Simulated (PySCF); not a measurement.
# BeSn: bond curves at several levels of theory

The task here is to estimate one member of a computed series from the others.

Computed with PySCF 2.14.0. Level: Be x2c-SVPall, Sn x2c-SVPall, spin-free X2C with a Gaussian nucleus.

1 further run of the same task is left out (it didn't finish).

The first run:

The job is set up so:

```yaml
atoms: Be, Sn
charge: 0
basis: Be x2c-SVPall, Sn x2c-SVPall
Hamiltonian: spin-free X2C with a Gaussian nucleus
basis_functions: 45
electrons_treated: 54
masses_in_u: 9.0122, 119.9022
levels: PBE0, PBE, M06, MN15, HF, MP2, SCS-MP2, CCSD, CCSD(T)
grid: 80 radial by 434 angular points
occupations: held fixed by the projection of orbital angular momentum
dissociation_limit: Be + Sn, each in its ground configuration
starting_distance_in_angstrom: 2.310
values_of_2S_to_try: 0, 2
```

Launch:

```
$ OMP_NUM_THREADS=1 python dia.py task.json out
```

Among the steps run: Input; First curve: PBE0; Other states along the same grid; PBE; M06 (hybrid meta-GGA); MN15 (hybrid meta-GGA); UHF; Adding correlation.

One table of the session follows, with a row left open; its other results are not shown here.

It belongs to the step «The curves together». Energy (eV) from each level's lowest point:

```
R (Å)    UHF  UHF-MP2  UHF-SCS-MP2  UHF-CCSD  UHF-CCSD(T)
2.034  0.684    0.643        0.663       n/a          n/a
2.128  0.349    0.297        0.318     0.399        0.386
2.223  0.152    0.099        0.117     0.180        0.167
2.294      ?        ?            ?         ?            ?
2.365  0.021    0.000        0.002     0.026        0.019
2.436  0.001    0.011        0.000     0.000        0.000
2.531  0.000    0.063        0.032     0.000        0.011
2.649  0.020    0.157        0.100     0.035        0.062
2.791  0.057    0.278        0.193     0.100        0.147
2.980  0.107    0.418        0.304       n/a          n/a
```

**Question.** Estimate the row for R (Å) = 2.294.

Worked estimate for «UHF». A straight line through the neighbours (2.223, 0.152) and (2.365, 0.021) gives 0.152 + (0.021 − 0.152) × (2.294 − 2.223) / (2.365 − 2.223) = 0.086; a parabola fitted to 4 rows on both sides gives 0.065.

As computed: UHF: 0.068; UHF-MP2: 0.025; UHF-SCS-MP2: 0.037; UHF-CCSD: 0.082; UHF-CCSD(T): 0.071. In «UHF» the line misses by +0.018 and the parabola by -0.003.
